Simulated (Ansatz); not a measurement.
# TlPd3: response to strain

TlPd3 is deformed so: equal xx and yy strain of -1 %. What stress and forces result, by LAPW, PAW and all-electron datasets made for the crystal?

Computed with Ansatz 0.2.0 (DFT PBEsol, scalar-relativistic, unless a step's input says otherwise).

### Step 1. The structure to begin with

It takes space group I4/mmm (No. 139, tetragonal). The conventional cell has a = 4.146 Å, b = 4.146 Å, c = 7.497 Å, α = 90.00°, β = 90.00°, γ = 90.00°. Around Tl (site symmetry 4/mmm) lie 12 Pd at 2.79 to 2.93 Å. Around Pd (site symmetry -4m2) lie 4 Tl at 2.79 Å and 8 Pd at 2.79 to 2.93 Å. Pd (site symmetry 4/mmm) is surrounded by 8 Pd at 2.79 Å and 4 Tl at 2.93 Å.

Coordinates:

```cif
data_structure
_symmetry_space_group_name_H-M 'I4/mmm'
_symmetry_Int_Tables_number 139
_cell_length_a 4.1460
_cell_length_b 4.1460
_cell_length_c 7.4970
_cell_angle_alpha 90.000
_cell_angle_beta 90.000
_cell_angle_gamma 90.000
_cell_volume 128.87
loop_
_atom_site_label
_atom_site_type_symbol
_atom_site_symmetry_multiplicity
_atom_site_Wyckoff_symbol
_atom_site_fract_x
_atom_site_fract_y
_atom_site_fract_z
_atom_site_occupancy
Tl1 Tl 2 a 0.00000 0.00000 0.00000 1
Pd1 Pd 4 d 0.00000 0.50000 0.25000 1
Pd2 Pd 2 b 0.50000 0.50000 0.00000 1
```

The file gives the conventional cell by its symmetry; the runs use the cell typed in the input.

Atoms are numbered in the order of the input: Tl1, Pd2, Pd3, Pd4.

### Step 2. The deformed structure

Space group I4/mmm before, I4/mmm after.

### Step 3. All-electron LAPW

input.yaml reads:

```yaml
crystal:
  lattice:
    - [-2.05227, 2.05227, 3.7485]
    - [2.05227, -2.05227, 3.7485]
    - [2.05227, 2.05227, -3.7485]
  atoms:
    - { symbol: Tl, position: [0.0, 0.0, 0.0] }
    - { symbol: Pd, position: [0.75, 0.25, 0.5] }
    - { symbol: Pd, position: [0.25, 0.75, 0.5] }
    - { symbol: Pd, position: [0.5, 0.5, 0.0] }
kpoints:
  mp_grid: { grid: [12, 12, 12] }
  band_path:
    path:
      - [0.0, 0.0, 0.0]
      - [0.0, 0.0, 0.5]
      - [0.25, 0.25, 0.25]
      - [0.0, 0.5, 0.0]
      - [0.0, 0.0, 0.0]
      - [0.5, 0.5, -0.5]
      - [0.3249365978, 0.6750634022, -0.3249365978]
      - [-0.3249365978, 0.3249365978, 0.3249365978]
      - [0.0, 0.0, 0.0]
    npoints: 5
scf:
  occupations: { method: fermi_dirac, width: 0.08 }
hamiltonian:
  xc: pbesol
  pseudopotentials: { kind: all_electron, lapw: { basis_error: 0.001 } }
output:
  forces: true
  stress: true
  eigenvalues: true
```

On the command line:

```sh
> ansatz run input.yaml --threads 1 --pin off --max-ram 4096MiB --backend cpu --events-out ev --progress --plain --runs-dir out
```

### Step 4. PAW with frozen cores

input.yaml reads:

```yaml
crystal:
  lattice:
    - [-2.05227, 2.05227, 3.7485]
    - [2.05227, -2.05227, 3.7485]
    - [2.05227, 2.05227, -3.7485]
  atoms:
    - { symbol: Tl, position: [0.0, 0.0, 0.0] }
    - { symbol: Pd, position: [0.75, 0.25, 0.5] }
    - { symbol: Pd, position: [0.25, 0.75, 0.5] }
    - { symbol: Pd, position: [0.5, 0.5, 0.0] }
kpoints:
  mp_grid: { grid: [12, 12, 12] }
scf:
  occupations: { method: fermi_dirac, width: 0.08 }
hamiltonian:
  xc: pbesol
  pseudopotentials: { kind: paw }
output:
  forces: true
  stress: true
  eigenvalues: true
  efg: { contact_densities: true }
```

### Step 5. Datasets made for this crystal

Changes to input.yaml since step 4:

```diff
@@ -16,3 +16,3 @@
   xc: pbesol
-  pseudopotentials: { kind: paw }
+  pseudopotentials: { kind: all_electron, datasets: crystal }
 output:
```

(Steps that only read results are left out.)

**Question.** What will these runs give? Wanted: pressure; largest shear or deviatoric stress.

The runs gave:

| quantity | value |
| --- | --- |
| pressure | LAPW 3.41, PAW 3.42, crystal datasets 3.41 GPa |
| largest shear or deviatoric stress (LAPW) | 0.01 GPa |

In words: The largest part of the stress beyond the pressure is 0.01 GPa in size, in the zz component; the atoms are carried along and not relaxed. No run of the undeformed cell stands beside it, so pressure and stress hold what the given cell had before the change, as far as its symmetry allows. PAW: stress within 0.02 GPa of LAPW. Crystal datasets: stress within 0.01 GPa of LAPW. Spin-orbit coupling is left out, though the cell holds Tl; in elements this heavy it can shift bands and gaps by tenths of an eV.
